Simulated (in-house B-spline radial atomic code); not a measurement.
**Li²⁺: RPA and G0W0 on different mean-field starts**

Aim: see how far the highest quasi-particle level and the RPA correlation energy of Li²⁺ depend on the orbitals that they are built on.

Method: RPA, second order, AC-SOSEX and G0W0 (contour deformation) on a non-relativistic mean field, all electrons; no spin-orbit coupling, Breit or QED terms. Code: an in-house B-spline radial atomic code, version 1.

## Step 1: The system

- element: lithium (Z = 3)
- charge: +2
- electrons: 1
- configuration: 1s1
- next ion, run as well: bare nucleus
- Hamiltonian: non-relativistic, point nucleus
- starts: Hartree-Fock, LDA (VWN5), BHandHLYP, ωB97X, BLYP, exchange-only LDA

The outer shells:

Li2+
```
1s [↑ ]
```

## Step 2: Run with the Hartree-Fock start

The run's settings:

```ini
Z = 3
electrons = 1.0
configuration = 1s1
hamiltonian = nr
method = hf
lmax = 9
spin_polarised = True
box_radius = 17.55
intervals = 43
```

The run is started by

```
$ python run_gw.py task.json out
```

The settings of every run stand in task.json; they run in order.

The runs that follow: Run with the LDA (VWN5) start; Run with the BHandHLYP start; Run with the ωB97X start; Run with the BLYP start; Run with the exchange-only LDA start.

What does the calculation give? Wanted: highest level, mean field; highest level, G0W0; RPA correlation energy; RPA+SOSEX.

As calculated:

```
                                          quantity                                                          value
   highest level, mean field (range over the runs)                                          -122.45 to -100.99 eV
         highest level, G0W0 (range over the runs)                                          -122.38 to -121.87 eV
                            RPA correlation energy                                   -0.02247 to -0.01946 hartree
                                         RPA+SOSEX                                                 0.0000 hartree
tabulated theoretical ionisation energy (1s shell)  122.45 eV (NIST Atomic Spectra Database, ionization energies)
               G0W0 removal energy less that value                                           -0.580 to -0.0756 eV
```

What this shows: Across the starts the mean-field level varies by 21.5 eV and the G0W0 level by 0.50 eV (2.4 % as much). On the semilocal starts the correction is downwards, 18 to 21 eV, since their self-interaction lifts occupied levels. The RPA energy is largest in size on BLYP and smallest on Hartree-Fock, 13 % apart. The tabulated theoretical ionisation energy is 122.45 eV; G0W0 misses it by -0.076 eV at best (on Hartree-Fock) and -0.58 eV at worst (on exchange-only LDA). As differences of total energies the mean miss over the starts is 1.1 eV for mean field, 0.56 eV for RPA, 0.021 eV for RPA+SOSEX. With one electron the exact correlation energy is zero; what RPA gives is self-correlation, which SOSEX cancels.
